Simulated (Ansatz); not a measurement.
**C10H18ClHfN: up Jacob's ladder to CCSD(T)**

The task here is to estimate one member of a computed series from the others.

Computed with Ansatz 0.2.0, Gaussian basis. Level: functionals in def2-TZVPP, the program's frozen cores in correlated methods.

The runs, in order: LDA (SPW92), PBE-D4, revPBE-D4, BLYP-D4, r2SCAN-D4, B97M-V, PBE0-D4, B3LYP-D4, r2SCANh-D4, r2SCAN0-D4, HSE06-D4, BHLYP-D4, CAM-B3LYP-D4, LC-ωPBE, ωB97X-V, ωB97M-V, B2PLYP, PBE-QIDH; CCSD(T)/def2-SVP; CCSD(T)/def2-TZVPP; MP2/def2-QZVPP; extrapolation to the limit; RPA on PBE.

1 further run of the same task is left out (for a known fault of the program).

### The geometry

An earlier PBE0-D4 in a triple-zeta def2 set relaxation fixed the geometry. Hf takes the def2 core potential; no spin-orbit term is included.

31 atoms, charge 0, spin multiplicity 1.

Atoms are counted from 1 here; the program's logs count them from 0.

Bond lengths: C1–C2 1.519 Å, C1–H14 1.092 Å, C1–H15 1.093 Å, C1–H16 1.093 Å, C2–C3 1.497 Å, C2–H17 1.097 Å, C2–H18 1.094 Å, C3–C4 1.418 Å, C3–C7 1.410 Å, C3–Hf8 2.581 Å, C4–C5 1.414 Å, C4–Hf8 2.507 Å, C4–H19 1.082 Å, C5–C6 1.408 Å, C5–Hf8 2.492 Å, C5–H20 1.080 Å, C6–C7 1.416 Å, C6–Hf8 2.502 Å and more. Angles: C2–C1–H14 110.6°, C2–C1–H15 111.1°, C2–C1–H16 111.6°, H14–C1–H15 107.7°, H14–C1–H16 107.5°, H15–C1–H16 108.1°, C1–C2–C3 114.5°, C1–C2–H17 109.3°, C1–C2–H18 109.7°, C3–C2–H17 108.1°, C3–C2–H18 108.8°, H17–C2–H18 106.1°, C2–C3–C4 125.6°, C2–C3–C7 127.5°, C2–C3–Hf8 122.3°, C4–C3–C7 106.9°, C4–C3–Hf8 71.0°, C7–C3–Hf8 72.8° and more.

Set-up of the first run:

in.yaml

```yaml
crystal:
  periodic: [false, false, false]
  atoms:
    - {symbol: C, position_ang: [-3.190796, 0.703817, 1.839305]}
    - {symbol: C, position_ang: [-1.877797, 1.381107, 2.193344]}
    - {symbol: C, position_ang: [-0.907983, 1.489268, 1.058008]}
    - {symbol: C, position_ang: [0.499709, 1.601046, 1.182883]}
    - {symbol: C, position_ang: [1.062809, 1.754441, -0.105061]}
    - {symbol: C, position_ang: [0.009338, 1.693274, -1.036811]}
    - {symbol: C, position_ang: [-1.201135, 1.527049, -0.320262]}
    - {symbol: Hf, position_ang: [0.199539, -0.581305, -0.012858]}
    - {symbol: C, position_ang: [-1.285875, -1.391010, -1.474056]}
    - {symbol: Cl, position_ang: [-0.188388, -1.778439, 2.013348]}
    - {symbol: N, position_ang: [1.951036, -1.276460, -0.764638]}
    - {symbol: C, position_ang: [2.324241, -1.007115, -2.130718]}
    - {symbol: C, position_ang: [3.018743, -1.892842, -0.016106]}
    - {symbol: H, position_ang: [-3.848880, 0.664200, 2.709277]}
    - {symbol: H, position_ang: [-3.026343, -0.321686, 1.499897]}
    - {symbol: H, position_ang: [-3.721873, 1.241671, 1.050434]}
    - {symbol: H, position_ang: [-2.079845, 2.392429, 2.566512]}
    - {symbol: H, position_ang: [-1.397431, 0.844701, 3.016408]}
    - {symbol: H, position_ang: [1.045700, 1.584851, 2.116387]}
    - {symbol: H, position_ang: [2.112445, 1.868625, -0.332299]}
    - {symbol: H, position_ang: [0.102015, 1.757746, -2.111770]}
    - {symbol: H, position_ang: [-2.180674, 1.439500, -0.764796]}
    - {symbol: H, position_ang: [-1.114538, -2.471997, -1.557526]}
    - {symbol: H, position_ang: [-2.324830, -1.245544, -1.159563]}
    - {symbol: H, position_ang: [-1.194511, -0.969596, -2.481510]}
    - {symbol: H, position_ang: [3.200993, -0.344234, -2.195403]}
    - {symbol: H, position_ang: [1.504637, -0.529964, -2.677668]}
    - {symbol: H, position_ang: [2.569689, -1.933457, -2.669010]}
    - {symbol: H, position_ang: [3.917043, -1.257330, 0.012718]}
    - {symbol: H, position_ang: [2.710594, -2.089030, 1.013483]}
    - {symbol: H, position_ang: [3.312367, -2.853750, -0.461989]}
basis:
  gaussian: {orbitals: def2-TZVPP}
hamiltonian: {xc: lda}
output: {orbitals: {seedname: orbitals}}
```

The run is started by

```sh
$ ansatz run in.yaml --threads 11 --pin off --events-out ev --progress --plain --max-ram 120832MiB --backend cuda --devices 0, --max-vram 75GiB
```

Among the steps run: LDA; PBE-D4 (GGA); revPBE-D4 (GGA); BLYP-D4 (GGA); r2SCAN-D4 (meta-GGA); B97M-V (meta-GGA); B3LYP-D4 (hybrid); r2SCANh-D4 (hybrid); r2SCAN0-D4 (hybrid); HSE06-D4 (hybrid); BHLYP-D4 (hybrid); CAM-B3LYP-D4 (range-separated); LC-ωPBE (range-separated); ωB97X-V (range-separated); ωB97M-V (range-separated); B2PLYP (double hybrid); PBE-QIDH (double hybrid).

One table of the session follows, with a row left open; its other results are not shown here.

It belongs to the step «Frontier levels by functional». 

```
  functional  HOMO (eV)  gap (eV)
 LDA (SPW92)      -5.28      3.37
      PBE-D4      -5.12      3.50
   revPBE-D4      -5.06      3.55
     BLYP-D4      -5.01      3.51
   r2SCAN-D4      -5.31      3.88
      B97M-V      -5.42      3.97
     PBE0-D4      -6.26      5.53
    B3LYP-D4      -6.08      5.14
  r2SCANh-D4          ?         ?
  r2SCAN0-D4      -6.41      5.78
    HSE06-D4      -5.87      4.77
    BHLYP-D4      -7.32      7.62
CAM-B3LYP-D4      -7.56      7.92
     LC-ωPBE      -8.83     10.31
     ωB97X-V      -8.52      9.90
     ωB97M-V      -8.44      9.68
```

**Question.** Estimate the row for r2SCANh-D4.

Worked estimate for «HOMO (eV)». Against the share of exact exchange, r2SCAN-D4 (0, -5.31), r2SCAN0-D4 (0.25, -6.41) give a slope of -4.40 per unit share; at 0.1 the line stands at -5.75.

**Answer.** HOMO (eV): -5.75; gap (eV): 4.64. In «HOMO (eV)» the line misses by 0.00.
